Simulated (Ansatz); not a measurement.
# C2H8AlFS: the cost of one run

Program: Ansatz 0.2.0. Level of theory: UKS PBE0/def2-SVP. These are calculated values, not measurements.

## 1. The structure to begin with

Bond lengths: Al1–F2 2.113 Å, Al1–C3 1.981 Å, Al1–C4 1.975 Å, Al1–S6 2.640 Å, C3–H7 1.094 Å, C3–H8 1.096 Å, C3–H9 1.095 Å, C4–H10 1.094 Å, C4–H11 1.097 Å, C4–H12 1.094 Å, S6–H13 1.331 Å. Angles (14 of 19 angles, heavy atoms first): F2–Al1–C3 104.3°, F2–Al1–C4 103.0°, F2–Al1–S6 75.2°, C3–Al1–C4 143.7°, C3–Al1–S6 106.3°, C4–Al1–S6 103.6°, Al1–C3–H7 111.6°, Al1–C3–H8 110.3°, Al1–C3–H9 114.3°, Al1–C4–H10 113.9°, Al1–C4–H11 109.1°, Al1–C4–H12 113.1°, Al1–S6–H13 90.8°, H7–C3–H8 106.7°.

Structure file:

```xyz
13

Al    0.1362   -0.1676   -0.0780
F     1.2659    1.5089    0.5359
C    -0.5562    0.3366   -1.8642
C     0.9368   -1.6457    0.9585
H     0.2562    1.5500    1.1889
S    -1.3946    1.0672    1.6835
H    -0.3675   -0.4462   -2.6049
H    -0.0529    1.2410   -2.2258
H    -1.6319    0.5419   -1.8901
H     0.2745   -2.5066    1.0855
H     1.1846   -1.2855    1.9642
H     1.8659   -2.0226    0.5216
H    -1.9173    1.8286    0.7248
```

## 2. Pulling towards end A

Springs on the bonds that form and break draw the guess towards this end; the thresholds are loose.

Input file input.yaml:

```yaml
crystal:
  periodic: [false, false, false]
  atoms:
    - { symbol: Al, position_ang: [0.1362, -0.1676, -0.078] }
    - { symbol: F, position_ang: [1.2659, 1.5089, 0.5359] }
    - { symbol: C, position_ang: [-0.5562, 0.3366, -1.8642] }
    - { symbol: C, position_ang: [0.9368, -1.6457, 0.9585] }
    - { symbol: H, position_ang: [0.2562, 1.55, 1.1889] }
    - { symbol: S, position_ang: [-1.3946, 1.0672, 1.6835] }
    - { symbol: H, position_ang: [-0.3675, -0.4462, -2.6049] }
    - { symbol: H, position_ang: [-0.0529, 1.241, -2.2258] }
    - { symbol: H, position_ang: [-1.6319, 0.5419, -1.8901] }
    - { symbol: H, position_ang: [0.2745, -2.5066, 1.0855] }
    - { symbol: H, position_ang: [1.1846, -1.2855, 1.9642] }
    - { symbol: H, position_ang: [1.8659, -2.0226, 0.5216] }
    - { symbol: H, position_ang: [-1.9173, 1.8286, 0.7248] }
magnetization:
  spin_polarized: true
basis:
  gaussian: { orbitals: def2-SVP }
hamiltonian:
  xc: pbe0
relax:
  f_tol: 0.15
  max_steps: 25
  restrain:
    - { distance: [0, 5], at: 3.56, k: 30.0 }
    - { distance: [4, 1], at: 2.18, k: 30.0 }
    - { distance: [0, 1], at: 1.78, k: 30.0 }
    - { distance: [4, 5], at: 1.36, k: 30.0 }
```

Command:

```bash
$ ansatz run input.yaml --threads 4 --pin off --max-ram 5120MiB --backend cpu --events-out ev --progress --plain --runs-dir out
```

What time and memory should one allow on 4 threads of Arm Neoverse N1, shared host?

About 45 s, with a peak of 0.4 GiB.
